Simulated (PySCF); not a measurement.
**TlS2⁻ under other conditions**

One physical setting of the base script is moved in each run, with the edits that it forces.

The runs use PySCF 2.14.0; method and basis as typed in the scripts.

4 further runs of the same task are left out: 4 that didn't finish.

## 1. The starting structure

TlS2⁻: 3 atoms, charge -1, spin multiplicity 1.

Bond lengths: Tl1–S2 2.280 Å, Tl1–S3 2.280 Å. Angles: S2–Tl1–S3 180.0°.

## 2. The run that the others are compared with

Input file input.py:

```python
from pyscf import gto, scf, mcscf

mol = gto.M(
    atom='Tl 0 0 0; S 0 0 2.2799; S 0 0 -2.2799',
    basis='lanl2dz',
    ecp={'Tl': 'lanl2dz', 'S': 'lanl2dz'},
    charge=-1,
    spin=0,
    symmetry=True,
    verbose=4,
)
mf = scf.RHF(mol)
mf = mf.newton()
mf.kernel()
mc = mcscf.CASCI(mf, 6, 8)
mc.kernel()
mc.analyze()
mf.dip_moment()
print('orbital energies (hartree):', mf.mo_energy[..., max(0, mol.nelec[1]-3):mol.nelec[0]+3].round(4))
```

Command:

```console
OMP_NUM_THREADS=1 python input.py
```

Its log is not repeated here.

Base result: E(SCF) = -68.917867 Eh, 6 macro-iterations, E(CAS) − E(SCF) = -0.97625 Eh.

The dipole of an ion depends on the origin.

## 3. Coordinates × 0.8

Edit 1 changes geometry: coordinates × 1 → coordinates × 0.8.

Input file input.py:

```python
from pyscf import gto, scf, mcscf

mol = gto.M(
    atom='Tl 0 0 0; S 0 0 1.8239; S 0 0 -1.8239',
    basis='lanl2dz',
    ecp={'Tl': 'lanl2dz', 'S': 'lanl2dz'},
    charge=-1,
    spin=0,
    symmetry=True,
    verbose=4,
)
mf = scf.RHF(mol)
mf = mf.newton()
mf.kernel()
mc = mcscf.CASCI(mf, 6, 8)
mc.kernel()
mc.analyze()
mf.dip_moment()
print('orbital energies (hartree):', mf.mo_energy[..., max(0, mol.nelec[1]-3):mol.nelec[0]+3].round(4))
```

Command:

```console
OMP_NUM_THREADS=1 python input.py
```

## 4. Quintet

Edit 2 changes spin (2S): 0 → 4; active space: 8 electrons in 6 orbitals → 4 electrons in 6 orbitals.

input.py, as its differences from that of step 2:

```diff
@@ -7,3 +7,3 @@
     charge=-1,
-    spin=0,
+    spin=4,
     symmetry=True,
@@ -14,3 +14,3 @@
 mf.kernel()
-mc = mcscf.CASCI(mf, 6, 8)
+mc = mcscf.CASCI(mf, 6, 4)
 mc.kernel()
```

## 5. Coordinates × 0.97

Edit 3 changes geometry: coordinates × 1 → coordinates × 0.97.

input.py, as its differences from that of step 2:

```diff
@@ -3,3 +3,3 @@
 mol = gto.M(
-    atom='Tl 0 0 0; S 0 0 2.2799; S 0 0 -2.2799',
+    atom='Tl 0 0 0; S 0 0 2.2115; S 0 0 -2.2115',
     basis='lanl2dz',
```

Before running it: what results should come out? Wanted: for each run, E(SCF); from base; gap; after the SCF.

The runs gave:

```
               run  E(SCF) (hartree)  from base (eV)   cycles  gap (eV)                 after the SCF
              base        -68.917867               0  6 macro     -5.09  CASCI correlation -26.565 eV
 coordinates × 0.8        -68.495592        +11.4907  5 macro     -4.50  CASCI correlation -28.660 eV
           quintet        -69.666965        -20.3840  5 macro       n/a   CASCI correlation -0.004 eV
coordinates × 0.97        -68.895313         +0.6137  5 macro     -5.07  CASCI correlation -27.178 eV
```

The highest filled level of this anion is positive: the basis lacks diffuse functions or the electron is not bound, so these numbers hang on the basis. The largest comparable shift of the SCF energy, -20.384 eV, comes with the run “quintet”. The quintet solution found lies 20.38 eV below the base singlet at this geometry and level, so the base is not the lowest spin state.
